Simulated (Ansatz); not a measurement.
# MnGa3: magnetic states

The task here is to estimate one member of a computed series from the others.

Program: Ansatz 0.2.0. Level of theory: DFT PBEsol, scalar-relativistic, plane waves, PAW. These are calculated values, not measurements.

**Starting point**

Symmetry: Fm-3m, No. 225, cubic system. The conventional cell has a = 6.116 Å, b = 6.116 Å, c = 6.116 Å, α = 90.00°, β = 90.00°, γ = 90.00°. Ga (site symmetry -43m) has 4 Ga at 2.65 Å and 4 Mn at 2.65 Å in its first shell of neighbours. Around Ga (site symmetry m-3m) lie 8 Ga at 2.65 Å. Mn (site symmetry m-3m) has 8 Ga at 2.65 Å in its first shell of neighbours.

As a file:

```
CELL_PARAMETERS angstrom
0.00000 3.05813 3.05813
3.05813 0.00000 3.05813
3.05813 3.05813 0.00000
ATOMIC_POSITIONS crystal
Ga 0.25000 0.25000 0.25000
Ga 0.75000 0.75000 0.75000
Ga 0.50000 0.50000 0.50000
Mn 0.00000 0.00000 0.00000
```

The structure is invented: a known structure type filled with these elements, not a reported compound.

Set-up of the first run:

(A quick probe on a coarse mesh, which set the mesh and smearing, is not shown.)

Contents of input.yaml:

```yaml
crystal:
  lattice:
    - [0.0, 3.0581257835, 3.0581257835]
    - [3.0581257835, 0.0, 3.0581257835]
    - [3.0581257835, 3.0581257835, 0.0]
  atoms:
    - { symbol: Ga, position: [0.25, 0.25, 0.25] }
    - { symbol: Ga, position: [0.75, 0.75, 0.75] }
    - { symbol: Ga, position: [0.5, 0.5, 0.5] }
    - { symbol: Mn, position: [0.0, 0.0, 0.0], spin: 3.19 }
basis:
  ecutwfc: 420
kpoints:
  mp_grid: { grid: [6, 6, 6] }
hamiltonian:
  xc: pbesol
scf:
  occupations: { method: gaussian, width: 0.1 }
output:
  forces: true
  stress: true
  eigenvalues: true
  populations: true
magnetization:
  spin_polarized: true
relax:
  adjacent_minimum: "off"
  f_tol: 0.05
  max_steps: 80
  cell: { stress_tol: 0.5 }
```

Command:

```bash
> ansatz run input.yaml --threads 1 --pin off --max-ram 2560MiB --backend cpu --events-out ev --progress --plain --runs-dir out
```

Steps of the session up to this table: A loose first relaxation; Relaxing cell and atoms; Start: no spin polarisation; Start: ferromagnetic; Magnetic start: large parallel starting moments; Magnetic start: antiferromagnetic, doubled cell, propagation vector (0, 0, 1/2); Start: antiferromagnetic, doubled cell, propagation vector (0, 1/2, 1/2); Start: small parallel starting moments.

One of the session's tables, all rows but one given; the rest of the session is left out.

It belongs to the step «The magnetic starts in order of energy». 

```
                                                            start  energy above the lowest (meV/atom)  pressure (GPa)
  antiferromagnetic, doubled cell, propagation vector (0, 0, 1/2)                                0.00            -0.8
antiferromagnetic, doubled cell, propagation vector (0, 1/2, 1/2)                                   ?               ?
                                                    ferromagnetic                                7.80             0.0
                                  large parallel starting moments                                7.80             0.0
                                  small parallel starting moments                                7.80             0.0
                                                          no spin                                 231           -10.0
```

Q: Estimate the row for antiferromagnetic, doubled cell, propagation vector (0, 1/2, 1/2) from the others.

The run gave: energy above the lowest (meV/atom): 2.13; pressure (GPa): -0.7. In the column «energy above the lowest (meV/atom)» it lies between antiferromagnetic, doubled cell, propagation vector (0, 0, 1/2) (0.00) and ferromagnetic (7.80).

Caveats from the session: Only these starts were tried, so a lower state is not ruled out.
